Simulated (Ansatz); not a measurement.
This session for a convergence test of the k-point mesh of MoS₂, space group R-3m with Ansatz 0.2.0, Python API holds a mistake.

The cells in order, each with its output:

**Cell 1**
```python
import ansatz as az
import numpy as np
from tabulate import tabulate
```

**Cell 2**
```python
FUNCTIONAL = "pbesol"
CUTOFF = 450
OCCUPATIONS = "fixed"
MAX_ITERATIONS = 100
```

**Cell 3**
```python
vectors = np.array([
    [1.5855, 0.91539, 6.115],
    [-1.5855, 0.91539, 6.115],
    [0.0, -1.83078, 6.115],
])
xtal = (
    az.Lattice.of(vectors)
    .atom("Mo", (0.0, 0.0, 0.0))
    .atom("S", (0.75, 0.75, 0.75))
    .atom("S", (0.25, 0.25, 0.25))
)
```

**Cell 4**
```python
model = (
    xtal.calculation()
    .functional(FUNCTIONAL)
    .pseudopotentials("paw")
    .basis(CUTOFF)
    .occupations(OCCUPATIONS)
    .scf(max_iterations=MAX_ITERATIONS)
)
```

**Cell 5**
```python
rows = []
for value in [(3, 3, 3), (4, 4, 4), (5, 5, 5), (7, 7, 7), (8, 8, 8), (10, 10, 10)]:
    data = model.kpoints(*value).run(threads=1, pin="off").report
    rows.append((value, data["free_energy_ev"] / len(data["lattice"]["sites"]), data["n_iterations"], data["n_kpoints"]))
```
Output:
```text
RunWarning: iter 1: σ=0 fill of 13 bands saw a band overlap (occupied 11.5720 eV > unoccupied 10.8715 eV) — on an unconverged iterate often a transient of an unconverged empty band; one that stands at the close is told there (band_overlap_at_count); if the [...]
RunWarning: a fill by count may have filled part of one level: at k-index 4 the highest filled band, 10.760264 eV, and the lowest empty band, 10.760264 eV, stand 2.945e-11 eV apart, within the solve's uncertainty, 3.162e-4 eV. If they are one level, whatever [...]
RunWarning: the bands overlap at the fill by count (13 filled at each k-point of a channel): the highest filled level, 11.574494 eV at k-index 3, stands 0.8142 eV over the lowest empty one, 10.760264 eV at k-index 4, so that a fill of the lowest levels lies [...]
```

**Cell 6**
```python
print(tabulate(rows, headers=["mesh", "F/atom (eV)", "iterations", "k-points"], floatfmt=".4f", tablefmt="simple"))
```
Output:
```text
mesh            F/atom (eV)    iterations    k-points
------------  -------------  ------------  ----------
(3, 3, 3)        -2223.0453             7           6
(4, 4, 4)        -2223.0415             7          13
(5, 5, 5)        -2223.0959             8          19
(7, 7, 7)        -2223.0862             7          44
(8, 8, 8)        -2223.0933             7          65
(10, 10, 10)     -2223.0937             7         116
```

**Cell 7**
```python
# differences from the last row
for row in rows[:-1]:
    shift = 1000 * (row[1] - rows[-1][1])
    print(f"{row[0]}: {shift:+.2f} meV/atom" + ("  (within 5 meV)" if abs(shift) < 5 else ""))
```
Output:
```text
(3, 3, 3): +48.48 meV/atom
(4, 4, 4): +52.26 meV/atom
(5, 5, 5): -2.17 meV/atom  (within 5 meV)
(7, 7, 7): +7.49 meV/atom
(8, 8, 8): +0.42 meV/atom  (within 5 meV)
```

No error stopped it. What is wrong with the input all the same?

The fault: fixed occupations, though the bands overlap at this level of theory. The correction:

```diff
--- before
+++ after
@@
 CUTOFF = 450
-OCCUPATIONS = "fixed"
+OCCUPATIONS = "Marzari-Vanderbilt"
 MAX_ITERATIONS = 100
```

The cells in order, each with its output:

(earlier cells as before)

```python
FUNCTIONAL = "pbesol"
CUTOFF = 450
OCCUPATIONS = "Marzari-Vanderbilt"
MAX_ITERATIONS = 100
```

```python
vectors = np.array([
    [1.5855, 0.91539, 6.115],
    [-1.5855, 0.91539, 6.115],
    [0.0, -1.83078, 6.115],
])
xtal = (
    az.Lattice.of(vectors)
    .atom("Mo", (0.0, 0.0, 0.0))
    .atom("S", (0.75, 0.75, 0.75))
    .atom("S", (0.25, 0.25, 0.25))
)
```

```python
model = (
    xtal.calculation()
    .functional(FUNCTIONAL)
    .pseudopotentials("paw")
    .basis(CUTOFF)
    .occupations(OCCUPATIONS)
    .scf(max_iterations=MAX_ITERATIONS)
)
```

```python
rows = []
for value in [(3, 3, 3), (4, 4, 4), (5, 5, 5), (7, 7, 7), (8, 8, 8), (10, 10, 10)]:
    data = model.kpoints(*value).run(threads=1, pin="off").report
    rows.append((value, data["free_energy_ev"] / len(data["lattice"]["sites"]), data["n_iterations"], data["n_kpoints"]))
```

```python
print(tabulate(rows, headers=["mesh", "F/atom (eV)", "iterations", "k-points"], floatfmt=".4f", tablefmt="simple"))
```

    mesh            F/atom (eV)    iterations    k-points
    ------------  -------------  ------------  ----------
    (3, 3, 3)        -2223.1412             7           6
    (4, 4, 4)        -2223.0606             7          13
    (5, 5, 5)        -2223.0963             6          19
    (7, 7, 7)        -2223.1023             7          44
    (8, 8, 8)        -2223.0989             6          65
    (10, 10, 10)     -2223.1082             6         116

```python
# differences from the last row
for row in rows[:-1]:
    shift = 1000 * (row[1] - rows[-1][1])
    print(f"{row[0]}: {shift:+.2f} meV/atom" + ("  (within 5 meV)" if abs(shift) < 5 else ""))
```

    (3, 3, 3): -32.96 meV/atom
    (4, 4, 4): +47.65 meV/atom
    (5, 5, 5): +11.95 meV/atom
    (7, 7, 7): +5.93 meV/atom
    (8, 8, 8): +9.30 meV/atom

Notes:
- Spin is left out of this run.
- Of the deposited cell: the entry's cell lengths or inner coordinates differ somewhat from later room-temperature determinations.
- The starting cell is as deposited in a crystallographic database; the results hold for this polymorph, which needn't be the stable one.
- Shifts are counted from the finest mesh, which is itself no proven limit.
- Wall time of the script: 14 s on 1 thread of Arm Neoverse V1, on a shared host, peak memory 0.44 GiB.
